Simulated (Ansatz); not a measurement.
# AlBrH₂O (built from SMILES [OH][AlH][Br]): functionals against CCSD(T) at one geometry

The atoms stand at a displaced guess of a reacting structure. How far do the functionals agree with CCSD(T) there?

The runs use Ansatz 0.2.0, Gaussian basis; single points in def2-TZVPP.

Correlated methods freeze the cores. Filled d shells of the heavier atoms are correlated.

## (1) Where the work starts

5 atoms, charge 0, spin multiplicity 1.

Atoms are counted from 1 here; the program's logs count them from 0.

Bond lengths: Al1–Br2 2.810 Å, Al1–O3 1.648 Å, Al1–H5 1.492 Å. Angles: Br2–Al1–O3 84.9°, Br2–Al1–H5 120.0°, O3–Al1–H5 155.1°.

Geometry (Å):

```xyz
5
charge 0, multiplicity 1
Al   -0.5941    0.1055    0.5278
Br    1.2300   -1.4543   -0.9332
O     0.0759    1.3779   -0.2762
H     0.8195    0.4901   -0.8186
H    -1.5079   -0.5424    1.5139
```

## (2) CCSD(T)/def2-TZVPP

run/in.yaml

```yaml
crystal:
  periodic: [false, false, false]
  atoms:
    - {symbol: Al, position_ang: [-0.594100, 0.105500, 0.527800]}
    - {symbol: Br, position_ang: [1.230000, -1.454300, -0.933200]}
    - {symbol: O, position_ang: [0.075900, 1.377900, -0.276200]}
    - {symbol: H, position_ang: [0.819500, 0.490100, -0.818600]}
    - {symbol: H, position_ang: [-1.507900, -0.542400, 1.513900]}
basis:
  gaussian: {orbitals: def2-TZVPP}
correlation: {method: ccsd_t}
output: {forces: true}
```

No record of the launch command was kept for these runs.

## (3) PBE0-D4/def2-TZVPP

Edit run/in.yaml of step 2 so:

```diff
@@ -10,3 +10,3 @@
   gaussian: {orbitals: def2-TZVPP}
-correlation: {method: ccsd_t}
-output: {forces: true}
+hamiltonian: {xc: pbe0, dispersion: d4}
+output: {forces: true, orbitals: {seedname: orbitals}}
```

## (4) wB97M-V/def2-TZVPP

Edit run/in.yaml of step 3 so:

```diff
@@ -10,3 +10,3 @@
   gaussian: {orbitals: def2-TZVPP}
-hamiltonian: {xc: pbe0, dispersion: d4}
-output: {forces: true, orbitals: {seedname: orbitals}}
+hamiltonian: {xc: {name: wB97M-V}}
+output: {forces: true}
```

## (5) r2SCAN-D4/def2-TZVPP

Edit run/in.yaml of step 4 so:

```diff
@@ -10,3 +10,3 @@
   gaussian: {orbitals: def2-TZVPP}
-hamiltonian: {xc: {name: wB97M-V}}
+hamiltonian: {xc: r2scan, dispersion: d4}
 output: {forces: true}
```

## (6) PBE-D4/def2-TZVPP

Edit run/in.yaml of step 5 so:

```diff
@@ -10,3 +10,3 @@
   gaussian: {orbitals: def2-TZVPP}
-hamiltonian: {xc: r2scan, dispersion: d4}
+hamiltonian: {xc: pbe, dispersion: d4}
 output: {forces: true}
```

## (7) revPBE-D4/def2-TZVPP

Edit run/in.yaml of step 6 so:

```diff
@@ -10,3 +10,3 @@
   gaussian: {orbitals: def2-TZVPP}
-hamiltonian: {xc: pbe, dispersion: d4}
+hamiltonian: {xc: {name: revPBE}, dispersion: d4}
 output: {forces: true}
```

## (8) wB97X-V/def2-TZVPP

Edit run/in.yaml of step 7 so:

```diff
@@ -10,3 +10,3 @@
   gaussian: {orbitals: def2-TZVPP}
-hamiltonian: {xc: {name: revPBE}, dispersion: d4}
+hamiltonian: {xc: {name: wB97X-V}}
 output: {forces: true}
```

(Steps that only read results are left out.)

Q: Predict the outcome of this session. Wanted: energy less free atoms, CCSD(T)/def2-TZVPP; RMS force component; RMS force error; HOMO and LUMO, PBE0-D4; T1 diagnostic.

As calculated:

| quantity | value |
| --- | --- |
| energy less free atoms, CCSD(T)/def2-TZVPP | -1320.4 kJ/mol |
| RMS force component | 1.285 to 1.540 eV/Å over the methods |
| RMS force error | PBE0-D4 0.152, wB97M-V 0.136, r2SCAN-D4 0.175, PBE-D4 0.286, revPBE-D4 0.319, wB97X-V 0.142 eV/Å |
| HOMO and LUMO, PBE0-D4 | -8.02 and -1.68 eV |
| T1 diagnostic | 0.014 |

**Reading.** Against CCSD(T) the functionals' energies less atoms differ by -76.6 to -17.0 kJ/mol, PBE-D4 by -76.6 kJ/mol. The reference is not at the basis limit: in triple zeta CCSD(T) underbinds, which counts against methods that bind more; the gaps are no ranking. The forces of wB97M-V come nearest to CCSD(T), those of revPBE-D4 are farthest. Frozen-core CCSD(T) forces in triple zeta carry basis errors of their own, and this is one geometry, so small gaps rank nothing.
